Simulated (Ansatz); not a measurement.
# C4H9FOSi: the cost of one run

Method: RKS BLYP-D4/6-31G*, in Ansatz 0.2.0.

## (1) The structure to begin with

Bond lengths (14 of 15 bonds, heavy atoms first): C1–C2 1.342 Å, C2–F3 1.319 Å, C2–O4 1.347 Å, O4–C5 1.391 Å, C5–C6 1.551 Å, C5–Si7 1.931 Å, C1–H8 1.030 Å, C1–H9 1.121 Å, C5–H10 1.084 Å, C6–H11 1.074 Å, C6–H12 1.084 Å, C6–H13 1.078 Å, Si7–H14 1.459 Å, Si7–H15 1.459 Å. Angles (14 of 25 angles, heavy atoms first): C1–C2–F3 115.5°, C1–C2–O4 126.1°, F3–C2–O4 118.4°, C2–O4–C5 118.5°, O4–C5–C6 107.7°, O4–C5–Si7 116.6°, C6–C5–Si7 111.1°, C2–C1–H8 122.4°, C2–C1–H9 114.4°, O4–C5–H10 109.3°, C6–C5–H10 107.0°, Si7–C5–H10 104.8°, C5–C6–H11 108.9°, C5–C6–H12 110.4°.

As a file:

```xyz
16

C    -0.3266   -2.7136   -1.3223
C     0.1794   -1.5854   -0.8009
F     1.4623   -1.6252   -0.4963
O    -0.4952   -0.4398   -0.5819
C     0.1854    0.6354   -0.0213
C    -0.5038    1.9356   -0.5105
Si    0.3754    0.6295    1.9007
H     0.2544   -3.5426   -1.5138
H    -1.4203   -2.6623   -1.5613
H     1.2008    0.6543   -0.3997
H    -0.5537    1.9205   -1.5835
H    -1.5222    1.9856   -0.1426
H    -0.0263    2.8504   -0.2003
H     1.0214   -0.5881    2.3797
H     1.1321    1.7955    2.3436
H    -0.9860    0.7276    2.5550
```

## (2) End point A

Contents of input.yaml:

```yaml
crystal:
  periodic: [false, false, false]
  atoms:
    - { symbol: C, position_ang: [-0.3266, -2.7136, -1.3223] }
    - { symbol: C, position_ang: [0.1794, -1.5854, -0.8009] }
    - { symbol: F, position_ang: [1.4623, -1.6252, -0.4963] }
    - { symbol: O, position_ang: [-0.4952, -0.4398, -0.5819] }
    - { symbol: C, position_ang: [0.1854, 0.6354, -0.0213] }
    - { symbol: C, position_ang: [-0.5038, 1.9356, -0.5105] }
    - { symbol: Si, position_ang: [0.3754, 0.6295, 1.9007] }
    - { symbol: H, position_ang: [0.2544, -3.5426, -1.5138] }
    - { symbol: H, position_ang: [-1.4203, -2.6623, -1.5613] }
    - { symbol: H, position_ang: [1.2008, 0.6543, -0.3997] }
    - { symbol: H, position_ang: [-0.5537, 1.9205, -1.5835] }
    - { symbol: H, position_ang: [-1.5222, 1.9856, -0.1426] }
    - { symbol: H, position_ang: [-0.0263, 2.8504, -0.2003] }
    - { symbol: H, position_ang: [1.0214, -0.5881, 2.3797] }
    - { symbol: H, position_ang: [1.1321, 1.7955, 2.3436] }
    - { symbol: H, position_ang: [-0.986, 0.7276, 2.555] }
basis:
  gaussian: { orbitals: "6-31G*" }
hamiltonian:
  xc: blyp
  dispersion: d4
relax:
  f_tol: 0.015
  max_steps: 40
output:
  orbitals: {}
```

Command:

```sh
$ ansatz run input.yaml --threads 2 --pin off --max-ram 3072MiB --backend cpu --events-out ev --progress --plain --runs-dir out
```

What time and memory should one allow on 2 threads of Intel Xeon Platinum 8488C (Sapphire Rapids), shared host?

About 51 s, with a peak of 0.2 GiB.
